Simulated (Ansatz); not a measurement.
# Te2As3: the cost of one run

Computed with Ansatz 0.2.0 (DFT PBE, scalar-relativistic, plane waves, PAW, unless a step's input says otherwise).

### 1 The starting structure

Symmetry: Pmmm, No. 47, orthorhombic system. Conventional cell: a = 4.736 Å, b = 5.328 Å, c = 5.475 Å, α = 90.00°, β = 90.00°, γ = 90.00°. Te (site symmetry mmm) is surrounded by 6 As at 2.66 to 2.67 Å. Te (site symmetry mmm) has 2 As at 1.51 Å in its first shell of neighbours. Around As (site symmetry mm2) lie 1 Te at 1.51 Å. As (site symmetry mmm) is surrounded by 2 Te at 2.66 Å.

Coordinates:

```
CELL_PARAMETERS angstrom
4.73592 0.00000 0.00000
0.00000 5.32763 0.00000
0.00000 0.00000 5.47502
ATOMIC_POSITIONS crystal
Te 0.00000 0.00000 0.50000
Te 0.50000 0.00000 0.00000
As 0.50000 0.00000 0.72427
As 0.50000 0.00000 0.27573
As 0.00000 0.50000 0.50000
```

Recipe of the guess: random cell by space group and Wyckoff sites (Pmmm, No. 47). Its size is a rough estimate.

### 2 The guess as it stands, on a coarse mesh

input.yaml

```yaml
crystal:
  lattice:
    - [4.73591504, 0.0, 0.0]
    - [0.0, 5.32762729, 0.0]
    - [0.0, 0.0, 5.47501974]
  atoms:
    - { symbol: Te, position: [0.0, 0.0, 0.5] }
    - { symbol: Te, position: [0.5, 0.0, 0.0] }
    - { symbol: As, position: [0.5, 0.0, 0.72426661] }
    - { symbol: As, position: [0.5, 0.0, 0.27573339] }
    - { symbol: As, position: [0.0, 0.5, 0.5] }
basis:
  ecutwfc: 420
kpoints:
  mp_grid: { grid: [4, 4, 4] }
hamiltonian:
  xc: pbe
scf:
  occupations: { method: gaussian, width: 0.1 }
  lower_state_search: "off"
output:
  forces: true
  stress: true
  eigenvalues: true
```

The run is started by

```console
ansatz run input.yaml --threads 1 --pin off --max-ram 2560MiB --backend cpu --events-out ev --progress --plain --runs-dir out
```

Q: Estimate wall time and peak memory on 1 thread of Intel Xeon at 2.50GHz (Skylake/Cascade Lake), shared host.

About 25 s, with a peak of 0.47 GiB.
